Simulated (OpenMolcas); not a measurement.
**Sm³⁺ among point charges: CASSCF levels and susceptibility**

Aim: the splitting of the states of Sm³⁺ in the field of 7 point charges, its lowest levels with spin-orbit coupling and its magnetic susceptibility.

Program: OpenMolcas 26.06. Level of theory: state-averaged CASSCF, spin-orbit coupling by RASSI with atomic mean-field integrals. These are calculated values, not measurements, unless marked.

**1. The system**

| Property | Result |
| --- | --- |
| Species | Sm³⁺ (samarium, Z = 62, 59 electrons) |
| Basis | ANO-RCC-VDZP [7s6p4d2f1g], 68 functions |
| Scalar Hamiltonian | DKH2, point nucleus |
| Inactive shells | 1s 2s 2p 3s 3p 3d 4s 4p 4d 5s 5p |
| Active space | 5 electrons in 7 orbitals (4f) |
| Some configurations of this space | 4f5 |
| Orbitals | optimised for the highest spin of each parity, averaged over all roots |

Outer shells as boxes (Hund's rule):

4f5
```
4f [↑ ][↑ ][↑ ][↑ ][↑ ][  ][  ]
```

The ion sits among 7 point charges of -1 e arranged as a pentagonal bipyramid (D5h), 2.4 Å from the ion, with the axial distance 2.448 Å.

The work runs as a chain of OpenMolcas steps in one folder; each step below is one input file. Labels, J, g values, rates, χT and fits are worked out afterwards by a script from the matrices that RASSI stores.

**2. One- and two-electron integrals**

Input file a.inp:

```
&GATEWAY
Coord
1

Sm 0.0 0.0 0.0
Basis=ANO-RCC-VDZP
Group=NoSym
NoMove
AngMom=0.0 0.0 0.0
AMFI
XField
7 Angstrom 0
2.400000 0.000000 0.000000 -1.000000
0.741641 2.282536 0.000000 -1.000000
-1.941641 1.410685 0.000000 -1.000000
-1.941641 -1.410685 0.000000 -1.000000
0.741641 -2.282536 0.000000 -1.000000
0.000000 0.000000 2.448000 -1.000000
0.000000 0.000000 -2.448000 -1.000000
&SEWARD
```

Run with:

```console
$ OMP_NUM_THREADS=1 MOLCAS_MEM=2252 MOLCAS_PROJECT=a pymolcas a.inp > a.log
```

**3. Reference wave functions, sextets, 21 roots**

Input file a.inp:

```
&RASSCF
FileOrb=start.orb
Symmetry=1
Spin=6
nActEl=5 0 0
Inactive=27
Ras2=7
CIRoot=21 21 1
SDav=21
CIMx=300
Iter=120 100
PrWF=0.3
OrbListing=Nothing
MaxOrb=0
>>> COPY $Project.JobIph JOB001
```

start.orb holds the contracted functions of the basis, ordered by shell, or the orbitals of the step before.

**4. Reference wave functions, quartets, 162 roots**

Input file a.inp:

```
&RASSCF
FileOrb=start.orb
Symmetry=1
Spin=4
nActEl=5 0 0
Inactive=27
Ras2=7
CIRoot=162 162 1
SDav=224
CIMx=300
Iter=120 100
PrWF=0.3
OrbListing=Nothing
MaxOrb=0
CIOnly
>>> COPY $Project.JobIph JOB002
```

**5. CASSCF: doublets, 162 roots**

Input file a.inp:

```
&RASSCF
FileOrb=start.orb
Symmetry=1
Spin=2
nActEl=5 0 0
Inactive=27
Ras2=7
CIRoot=162 162 1
SDav=490
CIMx=300
Iter=120 100
PrWF=0.3
OrbListing=Nothing
MaxOrb=0
CIOnly
>>> COPY $Project.JobIph JOB003
```

**6. State interaction with spin-orbit coupling**

Input file a.inp:

```
&RASSI
NrOfJobIphs=3 21 108 40
1 2 3 4 5 6 7 8 9 10 11 12 13 14 15 16 17 18 19 20 21
1 2 3 4 5 6 7 8 9 10 11 12 13 14 15 16 17 18 19 20 21 22 23 24 25 26 27
28 29 30 31 32 33 34 35 36 37 38 39 40 41 42 43 44 45 46 47 48 49 50 51
52 53 54 55 56 57 58 59 60 61 62 63 64 65 66 67 68 69 70 71 72 73 74 75
76 77 78 79 80 81 82 83 84 85 86 87 88 89 90 91 92 93 94 95 96 97 98 99
100 101 102 103 104 105 106 107 108
1 2 3 4 5 6 7 8 9 10 11 12 13 14 15 16 17 18 19 20 21 22 23 24 25 26 27
28 29 30 31 32 33 34 35 36 37 38 39 40
IphNames
JOB001
JOB002
JOB003
EJob
SpinOrbit
DIPRint=1.0
SOCoupling=1000.0
Subsets=2
Property=9
'ANGMOM' 1 'ANGMOM' 2 'ANGMOM' 3 'MLTPL  1' 1 'MLTPL  1' 2 'MLTPL  1' 3
'AMFI' 1 'AMFI' 2 'AMFI' 3
SOProperty=3
'ANGMOM' 1 'ANGMOM' 2 'ANGMOM' 3
```

What does the calculation give? Wanted: spin-free ground state; first state of the same spin within the active space; lowest level; next level.

As calculated:

| quantity | value |
| --- | --- |
| method | CASSCF |
| spin-free ground state | sextet, 2-fold in its orbital part |
| first state of the same spin within the active space | sextet at 23.5 cm⁻¹ |
| lowest level | 2-fold, g = 0.00, 0.00, 1.27 |
| next level | 132.5 cm⁻¹ |
| χT at 300 K | 0.30 cm³ K/mol |
| effective moment at 300 K | 1.56 μB |

What this shows: The spin-free ground state (sextet) comes to 100 % from free-ion H terms and keeps the highest spin of the shell. The quartets, doublets rest on orbitals optimised for another spin in at least one step, which raises them against the optimised states. Not all states of the active space went into the spin-orbit step. High states of lower spin are left out of the spin-orbit mixing, and CASSCF puts spin-flip levels too high. This is an electrostatic model: the charges have no orbitals.
